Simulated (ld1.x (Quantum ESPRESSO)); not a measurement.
# Pseudopotential generation for cobalt: ultrasoft, PBEsol

Task: generate the file, and judge it by its errors in other configurations, its logarithmic derivatives, its ghosts and its cutoff.

The numbers are computed with ld1.x (Quantum ESPRESSO) 7.5 (PBEsol, scalar-relativistic, spin-unpolarised reference atom).

**1. Starting point**

The settings as typed:

```json
{
  "element": "cobalt (Co, Z = 27)",
  "type": "ultrasoft",
  "frozen core": "[Ne]",
  "valence charge": "17",
  "reference configuration": "3s2 3p6 3d8 4s1 4p0",
  "partial waves": "3s (bound): rcut 1.05, rcutus 1.10 bohr; 4s (bound): rcut 1.05, rcutus 1.10 bohr; 3p (bound): rcut 1.15, rcutus 1.20 bohr; 4p (bound, empty): rcut 1.15, rcutus 1.20 bohr; 3d (bound): rcut 0.60, rcutus 0.85 bohr; 3d channel at 3.75 Ry: rcut 0.60, rcutus 0.85 bohr",
  "local potential": "all-electron potential smoothed inside 0.65 bohr (lloc = -1)",
  "core correction": "Bessel-smoothed model core, default radius (core density twice the valence density)",
  "augmentation charge": "PSQ, radius 0.70 bohr"
}
```

An earlier all-electron run gives the scale for the radii.

All-electron outer shells of the reference configuration (PBEsol, scalar-relativistic, ld1.x):

```csv
shell,level (eV),outermost node (bohr),outermost maximum (bohr)
2s,-892.76,0.08,0.21
2p,-764.20,–,0.17
3s,-97.34,0.31,0.67
3p,-60.84,0.28,0.68
4s,-4.38,0.97,2.44
3d,-4.26,–,0.67
4p,-0.76,1.07,3.64
```

**2. Generation**

File Co.in:

```
 &input
   title='Co', zed=27., rel=1, dft='PBESOL', iswitch=3,
   config='[Ar] 3d8 4s1 4p0',
   nld=3, rlderiv=1.30, eminld=-9.0, emaxld=5.0, deld=0.04
 /
 &inputp
   pseudotype=3, tm=.true., lloc=-1, rcloc=0.65,
   nlcc=.true., new_core_ps=.true.,
   which_augfun='PSQ', rmatch_augfun=0.70,
   file_pseudopw='Co.UPF', file_wfcaegen='ae.wfc', file_wfcncgen='nc.wfc', file_beta='beta', file_chi='chi', file_wfcusgen='us.wfc'
 /
6
3S  1  0   2.00   0.00  1.05  1.10  0.0
4S  2  0   1.00   0.00  1.05  1.10  0.0
3P  2  1   6.00   0.00  1.15  1.20  0.0
4P  3  1   0.00   0.00  1.15  1.20  0.0
3D  3  2   8.00   0.00  0.60  0.85  0.0
3D  3  2   0.00   3.75  0.60  0.85  0.0
 &test
   configts(1)='3s2 3p6 3d8 4s1 4p0'
 /
```

Launch:

```console
ld1.x < Co.in > Co.out
```

The output, Co.out (without the banner and most projector matrices):

```text
     Program LD1 v.7.5
     --------------------------- All-electron run ----------------------------

     Co
     scalar relativistic calculation

     atomic number is 27.00
     dft =PBESOL   lsd =0 sic =0 latt =0  beta=0.20 tr2=1.0E-14
     Exchange-correlation= PBESOL
                           (   1   4  10   8   0   0   0)
     mesh =1193 r(mesh) =  99.89935 a.u. xmin = -7.00 dx = 0.01250
     1 Ry =  13.60569312 eV, c = 137.03599908

     n l     nl                  e(Ry)          e(Ha)          e(eV)
     1 0     1S 1( 2.00)      -557.1804      -278.5902     -7580.8249
     2 0     2S 1( 2.00)       -65.6168       -32.8084      -892.7614
     2 1     2P 1( 6.00)       -56.1675       -28.0838      -764.1980
     3 0     3S 1( 2.00)        -7.1540        -3.5770       -97.3357
     3 1     3P 1( 6.00)        -4.4719        -2.2359       -60.8431
     3 2     3D 1( 8.00)        -0.3129        -0.1564        -4.2568
     4 0     4S 1( 1.00)        -0.3218        -0.1609        -4.3777
     4 1     4P 1( 0.00)        -0.0557        -0.0279        -0.7581

     final scf error:  7.6E-15 reached in  26 iterations

     Etot =   -2783.894692 Ry,   -1391.947346 Ha,  -37876.816866 eV

     Ekin =    2819.473411 Ry,    1409.736706 Ha,   38360.890002 eV
     Encl =   -6680.296560 Ry,   -3340.148280 Ha,  -90890.064970 eV
     Eh   =    1193.438815 Ry,     596.719408 Ha,   16237.562280 eV
     Exc  =    -116.510358 Ry,     -58.255179 Ha,   -1585.204179 eV

     normalization and overlap integrals

     s(1S/1S) =  1.000000  <r> =   0.0562  <r2> =    0.0043  r(max) =   0.0366
     s(2S/2S) =  1.000000  <r> =   0.2557  <r2> =    0.0772  r(max) =   0.2131
     s(2P/2P) =  1.000000  <r> =   0.2251  <r2> =    0.0622  r(max) =   0.1723
     s(3S/3S) =  1.000000  <r> =   0.7776  <r2> =    0.6994  r(max) =   0.6731
     s(3P/3P) =  1.000000  <r> =   0.8229  <r2> =    0.8017  r(max) =   0.6816
     s(3D/3D) =  1.000000  <r> =   1.1856  <r2> =    2.0166  r(max) =   0.6731
     s(4S/4S) =  1.000000  <r> =   3.0871  <r2> =   11.2161  r(max) =   2.4392
     s(4P/4P) =  1.000000  <r> =   5.1341  <r2> =   32.6259  r(max) =   3.6388

     ------------------------ End of All-electron run ------------------------

     --------------------- Generating US pseudopotential ---------------------

      Generating local potential from pseudized AE potential:
      Matching radius rcloc =   0.6500

      Local pseudo, rcloc= 0.656 Estimated cut-off energy=    56.79 Ry

      Computing core charge for nlcc:

       r > 0.37 : true rho core
      Core charge pseudized with two Bessel functions
      Integrated core pseudo-charge :   7.21
      Wfc-us  3S rcutus= 1.110  Estimated cut-off energy=    42.30 Ry
      Wfc-us  4S rcutus= 1.110  Estimated cut-off energy=    80.32 Ry
      Wfc-us  3P rcutus= 1.196  Estimated cut-off energy=    57.67 Ry
      Wfc-us  4P rcutus= 1.196  Estimated cut-off energy=   100.48 Ry
      Wfc-us  3D rcutus= 0.843  Estimated cut-off energy=   158.05 Ry
      Wfc-us  3D rcutus= 0.843  Estimated cut-off energy=   174.47 Ry

     Q pseudized with Bessel functions
     Expected ecutrho=    1065.2318 due to l1=  2   l2=  2

     ------------------- End of pseudopotential generation -------------------

     [... the all-electron block is printed once more ...]


     Computing logarithmic derivative in   1.29749
     Computing logarithmic derivative in   1.29749
     Computing the partial wave expansion
     R is outside the sphere for l=    0 j= 0.00
     R is outside the sphere for l=    0 j= 0.00
     R is outside the sphere for l=    1 j= 0.00
     R is outside the sphere for l=    1 j= 0.00
     R is outside the sphere for l=    2 j= 0.00
     R is outside the sphere for l=    2 j= 0.00

     ---------------------- Testing the pseudopotential ----------------------

     Co
     scalar relativistic calculation

     atomic number is 27.00   valence charge is 17.00
     dft =PBESOL   lsd =0 sic =0 latt =0  beta=0.20 tr2=1.0E-14
     mesh =1193 r(mesh) =  99.89935 xmin = -7.00 dx = 0.01250

     n l     nl             e AE (Ry)        e PS (Ry)    De AE-PS (Ry)
     1 0     3S   1( 2.00)       -7.15404       -7.15404       -0.00001
     2 1     3P   1( 6.00)       -4.47189       -4.47189        0.00000
     3 2     3D   1( 8.00)       -0.31287       -0.31284       -0.00003
     2 0     4S   1( 1.00)       -0.32176       -0.32175       -0.00001
     3 1     4P   1( 0.00)       -0.05572       -0.05572       -0.00000

     eps = 4.4E-16  iter =  8

     Etot =   -2783.894692 Ry,   -1391.947346 Ha,  -37876.816866 eV
     Etotps =  -330.894994 Ry,    -165.447497 Ha,   -4502.055741 eV

     Ekin =     138.701478 Ry,      69.350739 Ha,    1887.129750 eV
     Encl =    -727.306686 Ry,    -363.653343 Ha,   -9895.511579 eV
     Ehrt =     257.037922 Ry,     128.518961 Ha,    3497.179094 eV
     Ecxc =     -72.658547 Ry,     -36.329274 Ha,    -988.569897 eV
     (Ecc =     -37.928158 Ry,     -18.964079 Ha,    -516.038881 eV)
     Epseu=      73.330839 Ry,      36.665419 Ha,     997.716891 eV

     ---------------------- End of pseudopotential test ----------------------
```

Wall time 2.7 s (1 thread of Neoverse-N1, shared host). This counts the later configuration tests of the new file too.

Partial waves on a coarse radial grid (AE all-electron, PS pseudo):

| r (bohr) | 4p AE | 4p PS | 4s AE | 4s PS |
| --- | --- | --- | --- | --- |
| 0.060 | 0.0475 | -0.0051 | -0.0346 | -0.0807 |
| 0.120 | 0.0813 | -0.0197 | 0.1097 | -0.1570 |
| 0.180 | 0.0699 | -0.0420 | 0.1515 | -0.2249 |
| 0.240 | 0.0305 | -0.0693 | 0.1013 | -0.2810 |
| 0.300 | -0.0179 | -0.0983 | 0.0090 | -0.3230 |
| 0.360 | -0.0633 | -0.1256 | -0.0873 | -0.3494 |
| 0.420 | -0.0994 | -0.1482 | -0.1667 | -0.3599 |
| 0.480 | -0.1241 | -0.1638 | -0.2206 | -0.3553 |
| 0.540 | -0.1376 | -0.1710 | -0.2479 | -0.3370 |
| 0.600 | -0.1411 | -0.1695 | -0.2515 | -0.3071 |
| 0.660 | -0.1363 | -0.1599 | -0.2355 | -0.2680 |
| 0.720 | -0.1251 | -0.1437 | -0.2047 | -0.2220 |
| 0.780 | -0.1089 | -0.1225 | -0.1633 | -0.1713 |
| 0.840 | -0.0893 | -0.0981 | -0.1147 | -0.1177 |
| 0.900 | -0.0673 | -0.0722 | -0.0620 | -0.0627 |
| 0.960 | -0.0437 | -0.0460 | -0.0074 | -0.0074 |
| 1.020 | -0.0194 | -0.0201 | 0.0474 | 0.0475 |
| 1.080 | 0.0053 | 0.0052 | 0.1012 | 0.1012 |
| 1.140 | 0.0300 | 0.0300 | 0.1531 | 0.1531 |
| 1.200 | 0.0542 | 0.0542 | 0.2026 | 0.2026 |
| 1.260 | 0.0780 | 0.0780 | 0.2491 | 0.2491 |
| 1.320 | 0.1010 | 0.1010 | 0.2925 | 0.2925 |
| 1.380 | 0.1232 | 0.1232 | 0.3326 | 0.3326 |
| 1.440 | 0.1446 | 0.1446 | 0.3695 | 0.3695 |
| 1.500 | 0.1651 | 0.1651 | 0.4032 | 0.4032 |
| 1.560 | 0.1846 | 0.1846 | 0.4337 | 0.4337 |

**3. Testing the new file in other configurations**

File Co.test.in:

```
 &input
   title='Co', zed=27., rel=1, dft='PBESOL', iswitch=2,
   config='[Ar] 3d8 4s1 4p0'
 /
 &test
   file_pseudo='Co.UPF', nconf=8,
   configts(1)='3s2 3p6 3d8 4s1 4p0',
   configts(2)='3s2 3p6 3d7 4s2 4p0',
   configts(3)='3s2 3p6 3d7 4s1 4p0',
   configts(4)='3s2 3p6 3d7 4s0 4p0',
   configts(5)='3s2 3p6 3d6 4s2 4p1',
   configts(6)='3s2 3p6 3d7 4s1 4p1',
   configts(7)='3s2 3p6 3d8 4s0 4p0',
   configts(8)='3s2 3p5 3d7 4s2 4p0'
 /
```

Launch:

```console
ld1.x < Co.test.in > Co.test.out
```

Co.test.out, the pseudopotential blocks:

```text
     ---------------------- Testing the pseudopotential ----------------------

     Co
     scalar relativistic calculation

     atomic number is 27.00   valence charge is 17.00
     dft =PBESOL   lsd =0 sic =0 latt =0  beta=0.20 tr2=1.0E-14
     mesh =1193 r(mesh) =  99.89935 xmin = -7.00 dx = 0.01250

     n l     nl             e AE (Ry)        e PS (Ry)    De AE-PS (Ry)
     1 0     3S   1( 2.00)       -7.15404       -7.15404       -0.00001
     2 1     3P   1( 6.00)       -4.47189       -4.47189        0.00000
     3 2     3D   1( 8.00)       -0.31287       -0.31284       -0.00003
     2 0     4S   1( 1.00)       -0.32176       -0.32175       -0.00001
     3 1     4P   1( 0.00)       -0.05572       -0.05572       -0.00000

     eps = 3.0E-16  iter =  8

     Etot =   -2783.894692 Ry,   -1391.947346 Ha,  -37876.816865 eV
     Etotps =  -330.894994 Ry,    -165.447497 Ha,   -4502.055744 eV

     Ekin =     138.701478 Ry,      69.350739 Ha,    1887.129747 eV
     Encl =    -727.306686 Ry,    -363.653343 Ha,   -9895.511579 eV
     Ehrt =     257.037923 Ry,     128.518961 Ha,    3497.179095 eV
     Ecxc =     -72.658547 Ry,     -36.329274 Ha,    -988.569897 eV
     (Ecc =     -37.928158 Ry,     -18.964079 Ha,    -516.038881 eV)
     Epseu=      73.330839 Ry,      36.665419 Ha,     997.716890 eV

     ---------------------- End of pseudopotential test ----------------------

     ---------------------- Testing the pseudopotential ----------------------

     Co
     [...]
     n l     nl             e AE (Ry)        e PS (Ry)    De AE-PS (Ry)
     1 0     3S   1( 2.00)       -7.50696       -7.49988       -0.00709  !
     2 1     3P   1( 6.00)       -4.81492       -4.80831       -0.00661  !
     3 2     3D   1( 7.00)       -0.60486       -0.60622        0.00137
     2 0     4S   1( 2.00)       -0.40343       -0.40295       -0.00048
     3 1     4P   1( 0.00)       -0.09167       -0.09157       -0.00010

     eps = 9.7E-16  iter = 11

     Etot =   -2783.805460 Ry,   -1391.902730 Ha,  -37875.602796 eV
     Etotps =  -330.805172 Ry,    -165.402586 Ha,   -4500.833648 eV
     dEtot_ae =       0.089232 Ry
     dEtot_ps =       0.089822 Ry,   Delta E=      -0.000590 Ry

     [...]
     ---------------------- End of pseudopotential test ----------------------

     ---------------------- Testing the pseudopotential ----------------------

     Co
     [...]
     n l     nl             e AE (Ry)        e PS (Ry)    De AE-PS (Ry)
     1 0     3S   1( 2.00)       -8.15564       -8.15140       -0.00424
     2 1     3P   1( 6.00)       -5.46461       -5.46067       -0.00394
     3 2     3D   1( 7.00)       -1.24860       -1.24927        0.00068
     2 0     4S   1( 1.00)       -0.93769       -0.93722       -0.00047
     3 1     4P   1( 0.00)       -0.54515       -0.54491       -0.00024

     eps = 9.4E-15  iter = 10

     Etot =   -2783.140642 Ry,   -1391.570321 Ha,  -37866.557492 eV
     Etotps =  -330.140794 Ry,    -165.070397 Ha,   -4491.794326 eV
     dEtot_ae =       0.754050 Ry
     dEtot_ps =       0.754200 Ry,   Delta E=      -0.000150 Ry

     [...]
     ---------------------- End of pseudopotential test ----------------------

     ---------------------- Testing the pseudopotential ----------------------

     Co
     [...]
     n l     nl             e AE (Ry)        e PS (Ry)    De AE-PS (Ry)
     1 0     3S   1( 2.00)       -8.90546       -8.90549        0.00003
     2 1     3P   1( 6.00)       -6.21507       -6.21514        0.00007
     3 2     3D   1( 7.00)       -1.98701       -1.98682       -0.00019
     2 0     4S   1( 0.00)       -1.52376       -1.52374       -0.00002
     3 1     4P   1( 0.00)       -1.06215       -1.06215        0.00000

     eps = 7.6E-16  iter = 13

     Etot =   -2781.913433 Ry,   -1390.956717 Ha,  -37849.860468 eV
     Etotps =  -328.913759 Ry,    -164.456880 Ha,   -4475.099672 eV
     dEtot_ae =       1.981259 Ry
     dEtot_ps =       1.981235 Ry,   Delta E=       0.000024 Ry

     [...]
     ---------------------- End of pseudopotential test ----------------------

     ---------------------- Testing the pseudopotential ----------------------

     Co
     [...]
     n l     nl             e AE (Ry)        e PS (Ry)    De AE-PS (Ry)
     1 0     3S   1( 2.00)       -8.09033       -8.07442       -0.01591  !
     2 1     3P   1( 6.00)       -5.38428       -5.36942       -0.01486  !
     3 2     3D   1( 6.00)       -1.11590       -1.12428        0.00838  !
     2 0     4S   1( 2.00)       -0.57290       -0.57195       -0.00096
     3 1     4P   1( 1.00)       -0.19249       -0.19232       -0.00017

     eps = 2.7E-15  iter = 15

     Etot =   -2783.093167 Ry,   -1391.546584 Ha,  -37865.911564 eV
     Etotps =  -330.088611 Ry,    -165.044305 Ha,   -4491.084342 eV
     dEtot_ae =       0.801525 Ry
     dEtot_ps =       0.806383 Ry,   Delta E=      -0.004858 Ry

     [...]
     ---------------------- End of pseudopotential test ----------------------

     ---------------------- Testing the pseudopotential ----------------------

     Co
     [...]
     n l     nl             e AE (Ry)        e PS (Ry)    De AE-PS (Ry)
     1 0     3S   1( 2.00)       -7.64311       -7.63792       -0.00519  !
     2 1     3P   1( 6.00)       -4.95143       -4.94662       -0.00481
     3 2     3D   1( 7.00)       -0.73701       -0.73802        0.00101
     2 0     4S   1( 1.00)       -0.48757       -0.48718       -0.00039
     3 1     4P   1( 1.00)       -0.15556       -0.15546       -0.00010

     eps = 2.9E-15  iter = 11

     Etot =   -2783.483325 Ry,   -1391.741663 Ha,  -37871.219934 eV
     Etotps =  -330.483340 Ry,    -165.241670 Ha,   -4496.454913 eV
     dEtot_ae =       0.411367 Ry
     dEtot_ps =       0.411653 Ry,   Delta E=      -0.000287 Ry

     [...]
     ---------------------- End of pseudopotential test ----------------------

     ---------------------- Testing the pseudopotential ----------------------

     Co
     [...]
     n l     nl             e AE (Ry)        e PS (Ry)    De AE-PS (Ry)
     1 0     3S   1( 2.00)       -7.73979       -7.74412        0.00433
     2 1     3P   1( 6.00)       -5.06032       -5.06440        0.00408
     3 2     3D   1( 8.00)       -0.89828       -0.89811       -0.00017
     2 0     4S   1( 0.00)       -0.81196       -0.81244        0.00048
     3 1     4P   1( 0.00)       -0.45747       -0.45774        0.00027

     eps = 5.4E-16  iter = 11

     Etot =   -2783.333427 Ry,   -1391.666714 Ha,  -37869.180467 eV
     Etotps =  -330.333483 Ry,    -165.166741 Ha,   -4494.415994 eV
     dEtot_ae =       0.561265 Ry
     dEtot_ps =       0.561511 Ry,   Delta E=      -0.000246 Ry

     [...]
     ---------------------- End of pseudopotential test ----------------------

     ---------------------- Testing the pseudopotential ----------------------

     Co
     [...]
     n l     nl             e AE (Ry)        e PS (Ry)    De AE-PS (Ry)
     1 0     3S   1( 2.00)       -8.72982       -8.74896        0.01914  !
     2 1     3P   1( 5.00)       -6.02283       -6.04021        0.01739  !
     3 2     3D   1( 7.00)       -1.73612       -1.72723       -0.00889  !
     2 0     4S   1( 2.00)       -1.07797       -1.07960        0.00164
     3 1     4P   1( 0.00)       -0.63788       -0.63855        0.00067

     eps = 6.0E-15  iter = 16

     Etot =   -2778.410605 Ry,   -1389.205303 Ha,  -37802.202063 eV
     Etotps =  -325.402446 Ry,    -162.701223 Ha,   -4427.325819 eV
     dEtot_ae =       5.484087 Ry
     dEtot_ps =       5.492548 Ry,   Delta E=      -0.008461 Ry

     [...]
     ---------------------- End of pseudopotential test ----------------------
```

Excitation and ionisation energies from 3s2 3p6 3d8 4s1 4p0, with the error of the potential.

| valence configuration | charge | ΔE all-electron (eV) | error AE − PS (meV) |
| --- | --- | --- | --- |
| 3s2 3p6 3d7 4s2 4p0 | 0 | 1.214 | -8.0 |
| 3s2 3p6 3d7 4s1 4p0 | +1 | 10.259 | -2.0 |
| 3s2 3p6 3d7 4s0 4p0 | +2 | 26.956 | +0.3 |
| 3s2 3p6 3d6 4s2 4p1 | 0 | 10.905 | -66 |
| 3s2 3p6 3d7 4s1 4p1 | 0 | 5.597 | -3.9 |
| 3s2 3p6 3d8 4s0 4p0 | +1 | 7.636 | -3.3 |
| 3s2 3p5 3d7 4s2 4p0 | +1 | 74.615 | -115 |

**4. Does it scatter like the atom?**

Taken from the files of the generation run. The phase is arctan(r·u′/u) with u = r·R, unwrapped, with energies in Ry. A pole is an energy at which the radial function vanishes at the test radius. The pseudo phase is shifted by a multiple of π to meet the all-electron one at the reference energy. Levels narrower than the energy grid can be missing from the poles. Left out: s, p, where the overlap operator is not positive , so their phases aren't trusted. The last column is the largest difference on the grid between −1 and +1 Ry.

```tsv
channel	radius (bohr)	reference (Ry)	poles AE	poles PS	window around the reference with phases within 0.05 rad (Ry)	largest difference near zero (rad)
d	1.30	-0.31	1.84	1.84	the whole range	0.000
```

Phases (rad) along the scan:

| E (Ry) | d AE | d PS |
| --- | --- | --- |
| -9.00 | 1.311 | 1.311 |
| -8.52 | 1.303 | 1.303 |
| -8.04 | 1.294 | 1.294 |
| -7.56 | 1.285 | 1.285 |
| -7.08 | 1.274 | 1.274 |
| -6.60 | 1.262 | 1.261 |
| -6.12 | 1.247 | 1.247 |
| -5.64 | 1.231 | 1.231 |
| -5.16 | 1.212 | 1.212 |
| -4.68 | 1.189 | 1.189 |
| -4.20 | 1.160 | 1.160 |
| -3.72 | 1.124 | 1.124 |
| -3.24 | 1.077 | 1.076 |
| -2.76 | 1.010 | 1.010 |
| -2.28 | 0.911 | 0.911 |
| -1.80 | 0.751 | 0.750 |
| -1.32 | 0.461 | 0.460 |
| -0.84 | -0.061 | -0.061 |
| -0.36 | -0.684 | -0.684 |
| 0.12 | -1.093 | -1.093 |
| 0.60 | -1.315 | -1.315 |
| 1.08 | -1.446 | -1.446 |
| 1.56 | -1.532 | -1.532 |
| 2.04 | -1.595 | -1.595 |
| 2.52 | -1.644 | -1.644 |
| 3.00 | -1.685 | -1.685 |
| 3.48 | -1.721 | -1.721 |
| 3.96 | -1.755 | -1.755 |
| 4.44 | -1.788 | -1.788 |
| 4.92 | -1.822 | -1.822 |

**5. Plane-wave convergence, by spherical Bessel functions**

This step uses the generator's waves and projectors in a separate script. Basis: spherical Bessel functions vanishing at 20 bohr, q² up to the cutoff; potential fixed at the reference.

No cutoffs are read. The overlap operator is not positive in s, p (lowest eigenvalue -1.516), so the test is not defined there. The ghost test is not conclusive.

**6. Results**

```
                                                quantity                              value
                                                 cutoffs                     not determined
                                            bound ghosts                     not determined
                            largest test error (AE − PS)  -115 meV, for 3s2 3p5 3d7 4s2 4p0
largest phase difference near zero energy, channels read                          0.000 rad
         lowest eigenvalue of the overlap (Bessel basis)                         -1.516 (s)
               density cutoff estimated by the generator                            1065 Ry
```

**Reading.** The overlap operator is not positive definite in s, p, so a plane-wave run would break down once the basis is large enough. The worst unpolarised test, 3s2 3p5 3d7 4s2 4p0, is off by 115 meV on 74.6 eV; by total energies transferability rates as fair for so large an energy. That test lies far up in energy; among those under 40 eV, nearer to bonding, the largest error is 66 meV. No cutoffs are read. Ghosts could not be judged. Near zero energy the phases of the channels with partial waves that could be evaluated agree within 0.001 rad.
